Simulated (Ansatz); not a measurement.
# RbCd: the cost of one run

Program: Ansatz 0.2.0. Level of theory: DFT PBE, scalar-relativistic, plane waves, PAW. These are calculated values, not measurements.

2 further runs of the same task are left out: 1 that didn't finish, 1 set aside as unsound or not needed.

## (1) Starting point

It takes space group P4/mmm (No. 123, tetragonal). The conventional cell has a = 6.732 Å, b = 6.732 Å, c = 14.000 Å, α = 90.00°, β = 90.00°, γ = 90.00°.

As a file:

```cif
data_structure
_symmetry_space_group_name_H-M 'P4/mmm'
_symmetry_Int_Tables_number 123
_cell_length_a 6.7320
_cell_length_b 6.7320
_cell_length_c 14.0000
_cell_angle_alpha 90.000
_cell_angle_beta 90.000
_cell_angle_gamma 90.000
_cell_volume 634.48
loop_
_atom_site_label
_atom_site_type_symbol
_atom_site_symmetry_multiplicity
_atom_site_Wyckoff_symbol
_atom_site_fract_x
_atom_site_fract_y
_atom_site_fract_z
_atom_site_occupancy
Rb1 Rb 1 d 0.50000 0.50000 0.50000 1
Cd1 Cd 1 b 0.00000 0.00000 0.50000 1
```

A structure generator made this guess: random sheet by layer group and Wyckoff sites. Lengths come from tabulated atomic sizes and are only a guess.

It is a sheet, periodic along a and b, with vacuum along c; volumes and pressures of the box carry no meaning, and space groups named for it are those of the box.

## (2) Probe: one point on a coarse mesh

input.yaml

```yaml
crystal:
  lattice:
    - [6.73202, 0.0, 0.0]
    - [0.0, 6.73202, 0.0]
    - [0.0, 0.0, 14.0]
  atoms:
    - { symbol: Rb, position: [0.5, 0.5, 0.5] }
    - { symbol: Cd, position: [0.0, 0.0, 0.5] }
  periodic: [true, true, false]
basis:
  ecutwfc: 420
kpoints:
  mp_grid: { grid: [4, 4, 1] }
hamiltonian:
  xc: pbe
scf:
  occupations: { method: gaussian, width: 0.1 }
  lower_state_search: "off"
output:
  forces: true
  stress: true
  eigenvalues: true
```

Command:

```
> ansatz run input.yaml --threads 1 --pin off --max-ram 2048MiB --backend cpu --events-out ev --progress --plain --runs-dir out
```

What time and memory should one allow on 1 thread of Arm Neoverse N1, shared host?

About 21 s, with a peak of 0.84 GiB.
